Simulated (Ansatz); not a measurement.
# BrK: single point in a Gaussian basis, by script

Aim: a single point in a Gaussian basis, for BrK, run from a script. SMILES: [K][Br].

Computed with the Python package of Ansatz 0.2.0. Level of theory: r2SCAN/def2-TZVP.

## (1) Starting point

Bond lengths: K1–Br2 2.954 Å.

The script holds or builds the structure itself.

## (2) The script

Input file energy.py:

```python
"""Single point of BrK."""

import argparse
import logging
import sys

import ansatz as az
from ase import Atoms
import numpy as np

logging.basicConfig(stream=sys.stdout, format="%(levelname)s:%(name)s:%(message)s")
logger = logging.getLogger("ansatz_job")
logger.setLevel(logging.INFO)

parser = argparse.ArgumentParser(description="Single point of BrK.")
parser.add_argument("--basis", required=True, help="Gaussian basis set")
parser.add_argument("--xc", required=True, help="exchange-correlation functional")
args = parser.parse_args()


def main() -> None:
    atoms = Atoms(["K", "Br"], positions=[
        (1.2721, -0.4757, 0.6361),
        (-1.2426, 0.4155, -0.632),
    ])
    system = az.Crystal.molecule_from_ase(atoms)

    calculation = system.calculation().basis(gaussian=args.basis).functional(args.xc).forces()
    outcome = calculation.run(threads=1)
    summary = outcome.report

    logger.info("reference energy %16.6f eV" % summary["reference_energy_ev"])
    logger.info("total energy     %16.6f eV" % summary["free_energy_ev"])
    print("occupied orbitals outside the frozen core (up, down):", summary["n_occupied"], " frozen:", summary["n_frozen"], " virtual:", summary["n_virtual"])

    field = summary["mean_field"]
    print("<S^2> =", round(abs(field["state"]["spin_squared"]), 4), " all-electron relativity setting:", field["relativity"])
    print("passes:", field["passes"])
    if "symmetry" in field:
        print("occupied orbitals by irrep:", field["symmetry"]["occupied"])

    symbols = [site.symbol for site in system.cartesian_sites]
    logger.info("forces (eV/A)")
    for symbol, f in zip(symbols, summary["forces_ev_ang"]):
        logger.info(f"  {symbol:2s} {f[0]:9.4f} {f[1]:9.4f} {f[2]:9.4f}")

    charges = summary["charge_distribution"]
    print("dipole moment", round(4.803205 * float(np.linalg.norm(charges["dipole_moment_e_ang"])), 3), "D")
    print("Mulliken:", [(s, round(q, 3)) for s, q in zip(symbols, charges["mulliken_charges_e"])])


if __name__ == "__main__":
    main()
```

## (3) Running it

Launch:

```sh
$ python energy.py --basis def2-TZVP --xc r2scan
```

Without the output at hand: what should come out? Wanted: total energy; largest force; dipole moment.

As calculated:

| quantity | value |
| --- | --- |
| total energy | -86371.9856 eV |
| largest force | 0.357 eV/Å |
| dipole moment | 11.20 D |

In words: Forces reach 0.36 eV/Å, so the atoms aren't at rest. The geometry is a force-field or estimated start, not a minimum of this method, and the basis set is short of its limit.
